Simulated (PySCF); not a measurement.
# A diatomic session: PbH+

One job finds the state of PbH+, follows it along the bond with each method and fits the curves.

The runs use PySCF 2.14.0; H cc-pVDZ, Pb cc-pVDZ-PP with ECP60, scalar-relativistic core potentials.

## (1) Input

Settings of the job:

```json
{
 "atoms": "H, Pb",
 "charge": "1",
 "basis": "H cc-pVDZ, Pb cc-pVDZ-PP with ECP60",
 "Hamiltonian": "scalar-relativistic core potentials",
 "basis functions": "28",
 "electrons treated": "22",
 "masses in u": "1.0078, 207.9766",
 "levels": "PBE0, PBE, r²SCAN, M06, r²SCAN0, B3LYP, HF, MP2, SCS-MP2, CCSD, CCSD(T)",
 "grid": "80 radial by 434 angular points",
 "occupations": "held fixed by the projection of orbital angular momentum",
 "dissociation limit": "H + Pb+, each in its ground configuration",
 "starting distance in angstrom": "1.815",
 "values of 2S to try": "0, 2"
}
```

Started as:

```sh
OMP_NUM_THREADS=1 python dia.py task.json out
```

After this run come: PBE0 along the bond; Excited determinants; PBE (GGA); r²SCAN; M06; r²SCAN0 (hybrid meta-GGA); B3LYP; RHF (mean field); MP2 and coupled cluster.

**Question.** What will these runs give? Wanted: for each run, Re; ωe; De; μ.

The runs gave:

Lowest PBE0 solution found, without spin–orbit coupling: ¹Σ⁺ (singlet), closed shell. The other levels ran on it alone.

| level | Re (Å) | ωe (cm⁻¹) | De (eV) | μ (D) |
| --- | --- | --- | --- | --- |
| RHF | 1.817 | 1829 | 1.57 | 0.29 |
| RHF-MP2 | 1.814 | 1790 | 2.23 | n/a |
| RHF-SCS-MP2 | 1.818 | 1778 | 2.31 | n/a |
| RHF-CCSD | 1.827 | 1717 | 2.40 | n/a |
| RHF-CCSD(T) | 1.829 | 1708 | 2.41 | n/a |
| PBE | 1.858 | 1664 | 2.58 | 0.41 |
| r²SCAN | 1.840 | 1726 | 2.53 | 0.39 |
| B3LYP | 1.847 | 1703 | 2.60 | 0.42 |
| PBE0 | 1.836 | 1737 | 2.50 | 0.36 |
| r²SCAN0 | 1.826 | 1771 | 2.47 | 0.34 |
| M06 | 1.854 | 1720 | 2.78 | 0.62 |

De is counted to H + Pb+ in their ground configurations. A positive dipole points from H to Pb; in an ion it is taken about the centre of mass and does not tell which atom is negative.

Differences from CCSD(T) in the same basis:

| level | Re (mÅ) | ωe (%) |
| --- | --- | --- |
| RHF | -12 | +7.1 |
| RHF-MP2 | -15 | +4.8 |
| RHF-SCS-MP2 | -11 | +4.1 |
| RHF-CCSD | -2 | +0.5 |
| PBE | +30 | -2.5 |
| r²SCAN | +11 | +1.0 |
| B3LYP | +19 | -0.3 |
| PBE0 | +7 | +1.7 |
| r²SCAN0 | -3 | +3.7 |
| M06 | +25 | +0.7 |

Judged by CCSD(T) in the same basis: best bond length RHF-CCSD (-2 mÅ), worst PBE (+30 mÅ); best wavenumber B3LYP (-0.3 %), worst RHF (+7.1 %). Hartree–Fock makes the bond too short and too stiff against this reference, as it mostly does. PBE gives a bond that is too long and too soft, as GGAs tend to. CCSD(T) in a basis this small is itself some way from its limit, more so than the functionals. Among the levels with a De in the table, it runs from 1.57 eV (RHF) to 2.78 eV (M06).

Correlated steps freeze 4 core orbitals. Spin–orbit coupling is left out, which matters for elements this heavy, above all for dissociation energies.
